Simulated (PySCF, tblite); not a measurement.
**H7HfNO4Si, a small molecule taken as a stand-in for a surface group (hafnium hydroxide): NMR shifts, core binding energies and electronic excitations**

Aim: the NMR shifts, core binding energies and electronic excitations of `N[SiH2][O][Hf]([OH])([OH])[OH]`.

Computed with tblite 0.8.0 and PySCF 2.14.0; each step states its level. No surroundings beyond the atoms listed, unless a continuum is named. Atoms count from 0, parts from 1.

## Step 1: Starting point

14 atoms, charge 0, multiplicity 1; geometry: distance geometry start.

## Step 2: Geometry optimisation with GFN2-xTB

The job: settings as JSON, then the geometry in Å.

```
{"job": {"kind": "relax", "xc": "GFN2-xTB", "basis": "xTB"}, "charge": 0, "multiplicity": 1}
O      1.207000    -3.347099     0.663266
Hf     1.056733    -1.276363     0.526624
O      2.716645    -0.523496    -0.466559
O     -0.684491    -0.816905    -0.544005
O      0.921008    -0.440065     2.427524
Si    -0.340102     0.628668     2.975834
N     -0.417907     2.084910     1.892640
H      0.640244    -3.990369     0.225311
H      3.441356    -1.075030    -0.805621
H     -1.520587    -1.279795    -0.439870
H     -1.577055    -0.047938     2.952183
H     -0.065022     1.053936     4.306776
H      0.234197     2.851158     2.136566
H     -0.529478     1.896705     0.894164
```

Method: GFN2-xTB geometry optimisation, gas phase.

Launch:

```sh
$ OMP_NUM_THREADS=1 python cluster_run.py task.json out
```

The driver reads the jobs from task.json and runs them one after another.

Log:

```text
step      E/eV     max force
  0    -711.39365    3.721
  1    -711.72162    1.545
  2    -711.93643    1.551
  3    -712.04713    1.330
  4    -712.30498    1.247
  5    -712.35384    0.601
  6    -712.38015    0.364
  7    -712.39525    0.470
  8    -712.41601    0.575
  9    -712.44432    0.490
 10    -712.46936    0.479
 11    -712.48840    0.435
 12    -712.50633    0.566
 13    -712.52532    0.469
 14    -712.53886    0.357
 15    -712.54617    0.214
 16    -712.55077    0.218
 17    -712.55525    0.225
 18    -712.56129    0.335
 19    -712.56937    0.404
 20    -712.57909    0.331
 21    -712.58967    0.359
 22    -712.60048    0.391
 23    -712.60613    0.645
 24    -712.61921    0.306
 25    -712.63464    0.478
 26    -712.66478    0.705
 27    -712.69094    1.082
 28    -712.73425    0.793
 29    -712.77432    0.728
 30    -712.78672    0.956
 31    -712.80777    0.299
 32    -712.82499    0.449
 33    -712.85445    0.631
 34    -712.88437    0.537
 35    -712.90839    0.378
 36    -712.92861    0.430
 37    -712.95757    0.550
 38    -713.01304    0.861
 39    -713.05993    0.874
 40    -713.09321    0.752
 41    -713.11950    0.519
 42    -713.13217    0.309
 43    -713.14001    0.305
 44    -713.15122    0.421
 45    -713.16418    0.597
 46    -713.18232    0.583
 47    -713.20636    0.465
 48    -713.22587    0.370
 49    -713.23991    0.265
 50    -713.24651    0.192
 51    -713.25127    0.214
 52    -713.25976    0.245
 53    -713.28392    0.327
 54    -713.29914    0.352
 55    -713.31009    0.236
 56    -713.31831    0.215
 57    -713.32356    0.256
 58    -713.32988    0.278
 59    -713.34253    0.311
 60    -713.35701    0.286
 61    -713.36647    0.223
 62    -713.37041    0.228
 63    -713.37425    0.194
 64    -713.37684    0.126
 65    -713.37889    0.116
 66    -713.38077    0.128
 67    -713.38398    0.147
 68    -713.38782    0.211
 69    -713.39175    0.216
 70    -713.39426    0.155
 71    -713.39568    0.093
 72    -713.39673    0.089
 73    -713.39799    0.141
 74    -713.39963    0.153
 75    -713.40131    0.196
 76    -713.40296    0.155
 77    -713.40439    0.085
 78    -713.40592    0.087
 79    -713.40665    0.111
 80    -713.40774    0.095
 81    -713.40858    0.080
 82    -713.40952    0.065
 83    -713.41047    0.078
 84    -713.41121    0.059
 85    -713.41177    0.108
 86    -713.41214    0.074
 87    -713.41247    0.035
 88    -713.41268    0.039
 89    -713.41298    0.071
 90    -713.41337    0.091
 91    -713.41390    0.092
 92    -713.41448    0.076
 93    -713.41511    0.076
 94    -713.41577    0.075
 95    -713.41650    0.089
 96    -713.41731    0.116
 97    -713.41855    0.127
 98    -713.42016    0.120
 99    -713.42183    0.117
100    -713.42275    0.130
101    -713.42368    0.092
102    -713.42397    0.039
103    -713.42423    0.038
104    -713.42440    0.043
105    -713.42460    0.041
106    -713.42486    0.054
107    -713.42521    0.068
108    -713.42567    0.072
109    -713.42615    0.053
110    -713.42644    0.066
111    -713.42659    0.030
112    -713.42666    0.023
113    -713.42674    0.036
114    -713.42683    0.034
115    -713.42696    0.040
116    -713.42711    0.039
117    -713.42727    0.026
118    -713.42739    0.029
119    -713.42746    0.032
120    -713.42752    0.022
121    -713.42758    0.037
122    -713.42763    0.024
123    -713.42769    0.021
124    -713.42776    0.015
125    -713.42781    0.017
126    -713.42790    0.021
127    -713.42797    0.018
128    -713.42803    0.018
129    -713.42807    0.020
130    -713.42812    0.022
131    -713.42818    0.023
132    -713.42825    0.024
133    -713.42835    0.024
134    -713.42846    0.024
135    -713.42856    0.027
136    -713.42861    0.019
137    -713.42863    0.008
138    -713.42864    0.007
```

Run time: 3.3 s. Hardware: 1 thread of Arm Neoverse V1, shared host.

Along the way:

```csv
step,energy from step 0 (eV),largest force (eV/Å)
0,0.0000,3.7214
5,-0.9602,0.6015
10,-1.0757,0.4796
15,-1.1525,0.2142
20,-1.1854,0.3308
25,-1.2410,0.4785
30,-1.3931,0.9559
35,-1.5147,0.3777
40,-1.6996,0.7518
45,-1.7705,0.5977
50,-1.8529,0.1915
55,-1.9164,0.2360
60,-1.9634,0.2867
65,-1.9852,0.1164
70,-2.0006,0.1546
75,-2.0077,0.1963
80,-2.0141,0.0948
85,-2.0181,0.1078
90,-2.0197,0.0910
95,-2.0229,0.0885
100,-2.0291,0.1304
105,-2.0310,0.0408
110,-2.0328,0.0666
115,-2.0333,0.0404
120,-2.0339,0.0220
125,-2.0342,0.0172
130,-2.0345,0.0218
135,-2.0349,0.0269
138,-2.0350,0.0070
```

Distances of close pairs at the start and the end, largest changes first:

```csv
bond,before (Å),after (Å),change (Å)
Hf1–N6,3.916,2.387,-1.530
Hf1–Si5,3.403,2.831,-0.572
Hf1–H7,2.762,2.382,-0.381
Hf1–H8,2.739,2.367,-0.372
Hf1–H9,2.753,2.390,-0.362
Hf1–O3,2.095,1.885,-0.210
Hf1–O2,2.076,1.888,-0.188
O0–Hf1,2.081,1.893,-0.187
```

Bonds that formed: Hf1–N6.

## Step 3: Optimising the geometry at PBE0-D3(BJ)/def2-SVP

The job: settings as JSON, then the geometry in Å.

```
{"job": {"xc": "PBE0", "basis": "def2-SVP", "d3": "d3bj", "grid": 2, "kind": "geom", "shake": 0.01}, "charge": 0, "multiplicity": 1}
O      1.232781    -2.383792    -0.987977
Hf     0.426540    -0.703234    -0.522546
O      1.969005     0.277123    -0.957912
O     -1.157964    -0.957160    -1.446716
O     -0.041621    -0.732802     1.402631
Si    -0.663899     0.707619     1.681053
N     -0.371834     1.463480     0.071260
H      0.560923    -2.886125    -1.447501
H      2.652001    -0.343606    -1.238843
H     -1.934625    -0.729475    -0.862334
H     -2.131511     0.718345     1.839677
H      0.043055     1.480297     2.714381
H      0.499676     1.933842     0.009195
H     -1.089003     2.140879    -0.239958
```

Log:

```text
step   0  E = -696.78153692  max force = 0.095650
step   1  E = -696.80901325  max force = 0.025167
step   2  E = -696.81407382  max force = 0.010156
step   3  E = -696.81827617  max force = 0.008650
step   4  E = -696.82361570  max force = 0.009696
step   5  E = -696.82678094  max force = 0.009919
step   6  E = -696.82841830  max force = 0.006857
step   7  E = -696.82918944  max force = 0.005119
step   8  E = -696.82977893  max force = 0.005649
step   9  E = -696.83035994  max force = 0.004805
step  10  E = -696.83092371  max force = 0.005874
step  11  E = -696.83144324  max force = 0.004319
step  12  E = -696.83182717  max force = 0.003919
step  13  E = -696.83206348  max force = 0.006012
step  14  E = -696.83229260  max force = 0.002347
step  15  E = -696.83248911  max force = 0.001981
step  16  E = -696.83265824  max force = 0.002175
step  17  E = -696.83279986  max force = 0.001848
step  18  E = -696.83288799  max force = 0.001300
step  19  E = -696.83298764  max force = 0.001151
step  20  E = -696.83303752  max force = 0.001323
step  21  E = -696.83307583  max force = 0.000812
step  22  E = -696.83310213  max force = 0.000788
step  23  E = -696.83312520  max force = 0.000890
step  24  E = -696.83315285  max force = 0.001266
step  25  E = -696.83318762  max force = 0.001800
step  26  E = -696.83323092  max force = 0.001615
step  27  E = -696.83327380  max force = 0.001228
step  28  E = -696.83331516  max force = 0.001183
step  29  E = -696.83334822  max force = 0.000891
step  30  E = -696.83338009  max force = 0.000799
step  31  E = -696.83340226  max force = 0.000801
step  32  E = -696.83342358  max force = 0.000905
step  33  E = -696.83343706  max force = 0.000516
step  34  E = -696.83344311  max force = 0.000273
optimisation converged
```

Wall time 12 min (1 thread of Arm Neoverse V1, shared host); peak memory 0.79 GiB.

Step by step: (not every step is listed)

```csv
step,energy from step 0 (eV),largest force component (eV/Å)
0,0.0000,4.9185
1,-0.7477,1.2941
2,-0.8854,0.5222
3,-0.9997,0.4448
4,-1.1450,0.4986
5,-1.2312,0.5101
6,-1.2757,0.3526
7,-1.2967,0.2632
8,-1.3127,0.2905
10,-1.3439,0.3021
12,-1.3685,0.2015
14,-1.3811,0.1207
16,-1.3911,0.1118
18,-1.3973,0.0668
20,-1.4014,0.0680
22,-1.4032,0.0405
24,-1.4045,0.0651
26,-1.4067,0.0830
28,-1.4090,0.0608
29,-1.4099,0.0458
30,-1.4107,0.0411
31,-1.4113,0.0412
32,-1.4119,0.0465
33,-1.4123,0.0265
34,-1.4124,0.0140
```

Close pairs (by a distance rule), those that changed most:

```csv
bond,before (Å),after (Å),change (Å)
Hf1–H7,2.375,2.878,+0.503
Hf1–H8,2.365,2.739,+0.373
Hf1–H9,2.386,2.756,+0.370
Hf1–Si5,2.835,2.974,+0.139
Hf1–N6,2.384,2.523,+0.139
Hf1–O3,1.852,1.967,+0.115
Hf1–O2,1.879,1.970,+0.091
Hf1–O4,1.982,2.038,+0.057
```

The next job starts from the end point, and lists it.

```csv
at the end point,value
"rotational constants (GHz, main isotopes)","2.230, 1.023, 0.990"
dipole moment (D),1.52
```

## Step 4: Shielding tensors: PBE0/def2-SVP+pcSseg-1

The job: settings as JSON, then the geometry in Å.

```
{"job": {"kind": "nmr", "xc": "PBE0", "basis": {"default": "pcSseg-1", "Hf": "def2-SVP"}}, "charge": 0, "multiplicity": 1}
O      0.614461    -2.611447    -0.874795
Hf     0.200908    -0.756012    -0.544982
O      1.819069     0.183316    -1.162055
O     -1.434334    -0.450698    -1.594114
O     -0.061556    -0.736050     1.476419
Si    -0.405225     0.808531     1.910685
N     -0.320951     1.564011     0.297875
H      0.810008    -3.544196    -0.913812
H      2.629577    -0.067975    -1.607300
H     -1.990939    -0.934218    -2.205399
H     -1.777632     0.991315     2.462756
H      0.616930     1.422609     2.805017
H      0.463593     2.175691     0.081590
H     -1.170151     1.940474    -0.117764
```

Level: GIAO PBE0/pcSseg-1 Hf:def2-SVP NMR shielding, scalar relativity only through core potentials, gas phase.

Log:

```text
coarse grid: 58400 points
cycle   1  E = -696.6469096152  dE = -1.208e+01  |g| = 1.570e+00  |ddm| = 7.984e+00
cycle   2  E = -695.9393352916  dE =  7.076e-01  |g| = 2.471e+00  |ddm| = 3.466e+00
cycle   3  E = -697.1141432737  dE = -1.175e+00  |g| = 3.875e-01  |ddm| = 2.507e+00
cycle   4  E = -697.1406370806  dE = -2.649e-02  |g| = 1.342e-01  |ddm| = 3.488e-01
cycle   5  E = -697.1432846089  dE = -2.648e-03  |g| = 5.903e-02  |ddm| = 1.061e-01
cycle   6  E = -697.1440023121  dE = -7.177e-04  |g| = 7.950e-03  |ddm| = 4.885e-02
cycle   7  E = -697.1440156579  dE = -1.335e-05  |g| = 3.300e-03  |ddm| = 9.242e-03
cycle   8  E = -697.1440177549  dE = -2.097e-06  |g| = 8.283e-04  |ddm| = 2.461e-03
final grid: 120728 points
cycle   9  E = -697.1440739474  dE = -6.626e-09  |g| = 1.146e-03  |ddm| = 1.899e-03
cycle  10  E = -697.1440736050  dE =  3.424e-07  |g| = 1.761e-03  |ddm| = 1.943e-03
cycle  11  E = -697.1440742064  dE = -6.014e-07  |g| = 1.912e-04  |ddm| = 1.194e-03
cycle  12  E = -697.1440742132  dE = -6.787e-09  |g| = 3.331e-05  |ddm| = 1.437e-04
cycle  13  E = -697.1440742134  dE = -2.210e-10  |g| = 5.745e-06  |ddm| = 2.746e-05
converged SCF energy = -697.1440742134

GIAO shielding tensors (ppm)
atom      isotropic    diamagn.    paramagn.     s11        s22        s33       span
  0 O      170.825     392.443    -221.619     78.005     90.597    343.872    265.867
  1 Hf         nan         nan         nan        nan        nan        nan        nan
  2 O      159.227     391.958    -232.731     27.412    131.334    318.936    291.523
  3 O      161.155     391.917    -230.762     33.881    128.679    320.904    287.023
  4 O       97.386     397.736    -300.350    -26.170     73.703    244.624    270.794
  5 Si     385.551     879.055    -493.504    343.163    380.122    433.367     90.204
  6 N      228.917     326.220     -97.303    217.832    227.171    241.748     23.917
  7 H       29.108      31.560      -2.452     21.799     21.833     43.692     21.892
  8 H       27.709      30.986      -3.277     22.001     22.350     38.778     16.776
  9 H       27.813      31.008      -3.195     21.934     22.313     39.192     17.259
 10 H       26.126      27.942      -1.817     23.096     23.772     31.509      8.412
 11 H       26.099      27.881      -1.782     23.052     23.740     31.506      8.454
 12 H       29.445      31.939      -2.494     24.140     25.284     38.911     14.771
 13 H       29.544      31.844      -2.300     24.367     25.119     39.146     14.779
```

Wall time 31 s (1 thread of Arm Neoverse V1, shared host); peak memory 0.97 GiB.

The references, computed at this level on geometries of the same kind, shield at (ppm): 1H TMS 31.27, 29Si TMS 352.0, 15N NH3 265.7, 17O H2O 334.6. Their shielding less the atom's gives the shift. The references are single molecules in the gas phase, so shifts against H2O, NH3, PH3, H3PO4 or CFCl3 are not on the usual liquid scales and can be off by tens of ppm. Atoms listed in one row are averaged.

```csv
atoms,environment,σ (ppm),δ (ppm)
"H10, H11",,26.11,5.15
H8,hydrogen on an oxygen bonded to Hf,27.71,3.56
H9,hydrogen on an oxygen bonded to Hf,27.81,3.45
H7,hydrogen on an oxygen bonded to Hf,29.11,2.16
H12,"hydrogen on a nitrogen bonded to Hf, Si",29.45,1.82
H13,"hydrogen on a nitrogen bonded to Hf, Si",29.54,1.72
O4,"oxygen bonded to Hf, Si",97.4,237.2
O2,"oxygen bonded to Hf, H",159.2,175.3
O3,"oxygen bonded to Hf, H",161.2,173.4
O0,"oxygen bonded to Hf, H",170.8,163.7
Si5,,385.6,-33.6
N6,"nitrogen bonded to Hf, Si, 2 H",228.9,36.8
```

Atoms past Kr carry core potentials, so their printed shieldings have no meaning and are left out of the table.

The run also stored atomic charges by several schemes (e):

```csv
atoms,Mulliken,ESP fit
O0,-0.59,-1.00
Hf1,1.45,1.75
O2,-0.62,-0.89
O3,-0.62,-0.89
O4,-0.76,-0.68
Si5,0.91,0.79
N6,-0.76,-0.99
```

Mayer bond orders: O0–Hf1 1.05, Hf1–O2 1.01, Hf1–O3 1.02, Hf1–O4 0.79, O4–Si5 1.07, Si5–N6 0.84, Hf1–N6 0.20.

With diffuse functions Mulliken charges and Mayer bond orders lose their meaning; the other schemes are steadier.

## Step 5: X-ray photoelectron lines: SCAN, X2C

Settings changed since step 4:

```diff
@@ -1,2 +1,2 @@
-{"job": {"kind": "nmr", "xc": "PBE0", "basis": {"default": "pcSseg-1", "Hf": "def2-SVP"}}, "charge": 0, "multiplicity": 1}
+{"job": {"kind": "xps", "holes": 5}, "charge": 0, "multiplicity": 1}
 O      0.614461    -2.611447    -0.874795
```

Level: delta-SCF UKS SCAN, pcX-2 on the ionised atom, pcseg-1 elsewhere (x2c-SVPall past Kr), spin-free X2C.

Log:

```text
ground state, core basis on atom 0 (O), 220 functions
  cycle   1  E = -15729.65635219  |g| = 1.69e+00
  cycle   2  E = -15726.40152837  |g| = 4.33e+00
  cycle   3  E = -15730.09963692  |g| = 5.77e-01
  cycle   4  E = -15730.16574371  |g| = 3.02e-01
  cycle   5  E = -15730.17897118  |g| = 1.33e-01
  cycle   6  E = -15730.18247932  |g| = 3.90e-02
  cycle   7  E = -15730.18274051  |g| = 1.10e-02
  cycle   8  E = -15730.18276249  |g| = 4.37e-03
  cycle   9  E = -15730.18276748  |g| = 5.18e-04
  cycle  10  E = -15730.18277936  |g| = 2.67e-04
  E(ground) = -15730.50257962 Eh
hole in O 1s of atom 0
  cycle   1  E = -15709.59834659  |g| = 2.23e+00
  cycle   2  E = -15707.24079103  |g| = 2.59e+00
  cycle   3  E = -15710.09627989  |g| = 8.39e-01
  cycle   4  E = -15710.26575690  |g| = 6.52e-01
  cycle   5  E = -15710.41040219  |g| = 2.29e-01
  cycle   6  E = -15710.42947968  |g| = 7.75e-02
  cycle   7  E = -15710.43145886  |g| = 3.39e-02
  cycle   8  E = -15710.43186869  |g| = 1.49e-02
  cycle   9  E = -15710.43195266  |g| = 4.22e-03
  cycle  10  E = -15710.43196326  |g| = 1.33e-03
  cycle  11  E = -15710.43196849  |g| = 4.76e-04
  E(ion) = -15710.75349324 Eh   <S^2> = 0.7617   hole on atom = 1.000   binding energy = 537.400 eV
ground state, core basis on atom 2 (O), 220 functions
  cycle   1  E = -15730.17958956  |g| = 1.30e-01
  cycle   2  E = -15730.17289682  |g| = 2.08e-01
  cycle   3  E = -15730.18081292  |g| = 4.56e-02
  cycle   4  E = -15730.18119311  |g| = 1.05e-02
  cycle   5  E = -15730.18120815  |g| = 3.90e-03
  cycle   6  E = -15730.18121718  |g| = 6.11e-04
  cycle   7  E = -15730.18121232  |g| = 1.96e-04
  E(ground) = -15730.50198530 Eh
hole in O 1s of atom 2
  cycle   1  E = -15709.60598181  |g| = 2.23e+00
  cycle   2  E = -15707.30708143  |g| = 2.62e+00
  cycle   3  E = -15709.99236233  |g| = 9.94e-01
  cycle   4  E = -15710.24987781  |g| = 7.01e-01
  cycle   5  E = -15710.42324597  |g| = 1.95e-01
  cycle   6  E = -15710.43682357  |g| = 7.27e-02
  cycle   7  E = -15710.43841794  |g| = 3.84e-02
  cycle   8  E = -15710.43899411  |g| = 1.15e-02
  cycle   9  E = -15710.43904192  |g| = 2.81e-03
  cycle  10  E = -15710.43905204  |g| = 1.23e-03
  cycle  11  E = -15710.43904778  |g| = 6.83e-04
  cycle  12  E = -15710.43904781  |g| = 3.51e-04
  E(ion) = -15710.76171849 Eh   <S^2> = 0.7618   hole on atom = 1.000   binding energy = 537.160 eV
ground state, core basis on atom 3 (O), 220 functions
  cycle   1  E = -15730.18033569  |g| = 1.27e-01
  cycle   2  E = -15730.17432378  |g| = 1.98e-01
  cycle   3  E = -15730.18138853  |g| = 4.66e-02
  cycle   4  E = -15730.18178380  |g| = 1.19e-02
  cycle   5  E = -15730.18181056  |g| = 3.18e-03
  cycle   6  E = -15730.18180882  |g| = 5.16e-04
  cycle   7  E = -15730.18180561  |g| = 2.14e-04
  E(ground) = -15730.50238340 Eh
hole in O 1s of atom 3
  cycle   1  E = -15709.60747311  |g| = 2.23e+00
  cycle   2  E = -15707.29532757  |g| = 2.62e+00
  cycle   3  E = -15709.99124363  |g| = 9.96e-01
  cycle   4  E = -15710.25181112  |g| = 6.99e-01
  cycle   5  E = -15710.42401535  |g| = 1.96e-01
  cycle   6  E = -15710.43765416  |g| = 7.33e-02
  cycle   7  E = -15710.43926770  |g| = 3.91e-02
  cycle   8  E = -15710.43986326  |g| = 1.14e-02
  cycle   9  E = -15710.43990722  |g| = 2.76e-03
  cycle  10  E = -15710.43991472  |g| = 1.19e-03
  cycle  11  E = -15710.43991718  |g| = 5.91e-04
  cycle  12  E = -15710.43991529  |g| = 3.15e-04
  E(ion) = -15710.76172719 Eh   <S^2> = 0.7619   hole on atom = 1.000   binding energy = 537.171 eV
ground state, core basis on atom 4 (O), 220 functions
  cycle   1  E = -15730.18300033  |g| = 1.37e-01
  cycle   2  E = -15730.17398123  |g| = 2.40e-01
  cycle   3  E = -15730.18454292  |g| = 4.75e-02
  cycle   4  E = -15730.18487153  |g| = 2.32e-02
  cycle   5  E = -15730.18497770  |g| = 4.32e-03
  cycle   6  E = -15730.18496991  |g| = 7.77e-04
  cycle   7  E = -15730.18497403  |g| = 2.97e-04
  E(ground) = -15730.50522994 Eh
hole in O 1s of atom 4
  cycle   1  E = -15709.61418805  |g| = 2.24e+00
  cycle   2  E = -15709.03943552  |g| = 2.29e+00
  cycle   3  E = -15710.33749192  |g| = 5.79e-01
  cycle   4  E = -15710.25088083  |g| = 7.30e-01
  cycle   5  E = -15710.46305426  |g| = 8.95e-02
  cycle   6  E = -15710.46503572  |g| = 5.83e-02
  cycle   7  E = -15710.46638139  |g| = 2.03e-02
  cycle   8  E = -15710.46651457  |g| = 7.88e-03
  cycle   9  E = -15710.46654025  |g| = 2.73e-03
  cycle  10  E = -15710.46654374  |g| = 7.70e-04
  cycle  11  E = -15710.46654196  |g| = 1.88e-04
  E(ion) = -15710.78754607 Eh   <S^2> = 0.7634   hole on atom = 1.000   binding energy = 536.546 eV
ground state, core basis on atom 6 (N), 220 functions
  cycle   1  E = -15730.16169023  |g| = 1.36e-01
  cycle   2  E = -15730.15123507  |g| = 2.57e-01
  cycle   3  E = -15730.16396216  |g| = 3.29e-02
  cycle   4  E = -15730.16413968  |g| = 1.56e-02
  cycle   5  E = -15730.16418441  |g| = 4.13e-03
  cycle   6  E = -15730.16419650  |g| = 9.31e-04
  cycle   7  E = -15730.16418662  |g| = 3.14e-04
  E(ground) = -15730.48648440 Eh
hole in N 1s of atom 6
  cycle   1  E = -15714.57099789  |g| = 1.86e+00
  cycle   2  E = -15712.61408068  |g| = 2.58e+00
  cycle   3  E = -15714.93384402  |g| = 8.94e-01
  cycle   4  E = -15715.11574416  |g| = 6.41e-01
  cycle   5  E = -15715.26068212  |g| = 1.75e-01
  cycle   6  E = -15715.27319134  |g| = 5.88e-02
  cycle   7  E = -15715.27443404  |g| = 1.52e-02
  cycle   8  E = -15715.27446223  |g| = 1.35e-02
  cycle   9  E = -15715.27453352  |g| = 2.80e-03
  cycle  10  E = -15715.27454561  |g| = 1.88e-03
  cycle  11  E = -15715.27453513  |g| = 1.23e-03
  cycle  12  E = -15715.27454831  |g| = 2.65e-04
  E(ion) = -15715.59626964 Eh   <S^2> = 0.7647   hole on atom = 1.000   binding energy = 405.183 eV
```

Wall time 87 s (1 thread of Arm Neoverse V1, shared host); peak memory 0.78 GiB.

Atoms past Kr, which the light-atom basis doesn't hold, take an all-electron relativistic set.

Binding energies by hole, beside the orbital energy of the ground state; the difference holds orbital relaxation and, for a density functional, its self-interaction error:

```csv
hole,stands for,environment,ΔSCF (eV),−ε (eV),⟨S²⟩
O1s on O0,O0,"oxygen bonded to Hf, H",537.40,516.1,0.762
O1s on O2,O2,"oxygen bonded to Hf, H",537.16,515.9,0.762
O1s on O3,O3,"oxygen bonded to Hf, H",537.17,515.8,0.762
O1s on O4,O4,"oxygen bonded to Hf, Si",536.55,515.7,0.763
N1s on N6,N6,"nitrogen bonded to Hf, Si, 2 H",405.18,386.2,0.765
```

(Part 1 of 2 ends here.)
